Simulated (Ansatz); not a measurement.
# VH2: the cost of one run

Computed with Ansatz 0.2.0 (DFT LDA, with the methods named in each step, unless a step's input says otherwise).

2 further runs of the same task are left out: 2 that didn't finish.

### Step 1. The starting structure

The structure is cubic, space group Fm-3m (No. 225). The conventional cell has a = 4.271 Å, b = 4.271 Å, c = 4.271 Å, α = 90.00°, β = 90.00°, γ = 90.00°. Around V (site symmetry m-3m) lie 8 H at 1.85 Å. Around H (site symmetry -43m) lie 4 V at 1.85 Å.

Structure file:

```xyz
3
Lattice="0.0000 2.1355 2.1355 2.1355 0.0000 2.1355 2.1355 2.1355 0.0000" Properties=species:S:1:pos:R:3 pbc="T T T"
V     0.0000    0.0000    0.0000
H     1.0677    1.0677    1.0677
H     3.2032    3.2032    3.2032
```

Whether this phase is the stable one at these pressures isn't tested.

Atoms are numbered in the order of the input: V1, H2, H3.

### Step 2. The reference volume, LAPW

Contents of input.yaml:

```yaml
crystal:
  lattice:
    - [0.0, 2.1355, 2.1355]
    - [2.1355, 0.0, 2.1355]
    - [2.1355, 2.1355, 0.0]
  atoms:
    - { symbol: V, position: [0.0, 0.0, 0.0], spin: 1.5 }
    - { symbol: H, position: [0.25, 0.25, 0.25] }
    - { symbol: H, position: [0.75, 0.75, 0.75] }
magnetization:
  spin_polarized: true
kpoints:
  mp_grid: { grid: [15, 15, 15] }
  band_path:
    path:
      - [0.0, 0.0, 0.0]
      - [0.5, 0.0, 0.5]
      - [0.625, 0.25, 0.625]
      - [0.375, 0.375, 0.75]
      - [0.0, 0.0, 0.0]
      - [0.5, 0.5, 0.5]
      - [0.5, 0.25, 0.75]
      - [0.5, 0.0, 0.5]
    npoints: 14
scf:
  occupations: { method: fermi_dirac, width: 0.05 }
hamiltonian:
  xc: lda
  pseudopotentials: { kind: all_electron, lapw: { basis_error: 0.001 } }
output:
  forces: true
  stress: true
  eigenvalues: true
  populations: true
```

Command:

```
$ ansatz run input.yaml --threads 1 --pin off --max-ram 3072MiB --backend cpu --events-out ev --progress --plain --runs-dir out
```

**Question.** How long does this run take on 1 thread of Arm Neoverse V1, shared host, and how much memory does it need?

About 31 s, with a peak of 0.45 GiB.
